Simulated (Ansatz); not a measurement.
# NiRh: the cost of one run

Program: Ansatz 0.2.0. Level of theory: DFT, PBEsol, PAW with Ansatz's default frozen-core files, scalar-relativistic. These are calculated values, not measurements.

**1. The system as given**

It takes space group R-3m (No. 166, trigonal). Conventional cell: a = 2.628 Å, b = 2.628 Å, c = 12.335 Å, α = 90.00°, β = 90.00°, γ = 120.00°. Ni (site symmetry -3m) is surrounded by 6 Rh at 2.56 Å and 6 Ni at 2.63 Å. Around Rh (site symmetry -3m) lie 6 Ni at 2.56 Å and 6 Rh at 2.63 Å.

As a file:

```xyz
2
Lattice="1.3141 0.7587 4.1117 -1.3141 0.7587 4.1117 0.0000 -1.5174 4.1117" Properties=species:S:1:pos:R:3 pbc="T T T"
Ni    0.0000    0.0000    0.0000
Rh    0.0000    0.0000    6.1676
```

Atoms are numbered in the order of the input: Ni1, Rh2.

**2. Free moments from the typed start, PAW**

The input, input.yaml:

```yaml
crystal:
  lattice:
    - [1.31412834, 0.7587123509, 4.1117064147]
    - [-1.31412834, 0.7587123509, 4.1117064147]
    - [0.0, -1.5174247017, 4.1117064147]
  atoms:
    - { symbol: Ni, position: [0.0, 0.0, 0.0], spin: 1.5 }
    - { symbol: Rh, position: [0.5, 0.5, 0.5], spin: 1.0 }
magnetization:
  spin_polarized: true
kpoints:
  mp_grid: { grid: [15, 15, 15] }
scf:
  occupations: { method: fermi_dirac, width: 0.05 }
  lower_state_search: "off"
hamiltonian:
  xc: pbesol
  pseudopotentials: { kind: paw }
output:
  forces: true
  stress: true
  eigenvalues: true
  populations: true
```

Command:

```
$ ansatz run input.yaml --threads 1 --pin off --max-ram 3072MiB --backend cpu --events-out ev --progress --plain --runs-dir out
```

What time and memory should one allow on 1 thread of Arm Neoverse V1, shared host?

About 60 s, with a peak of 0.53 GiB.
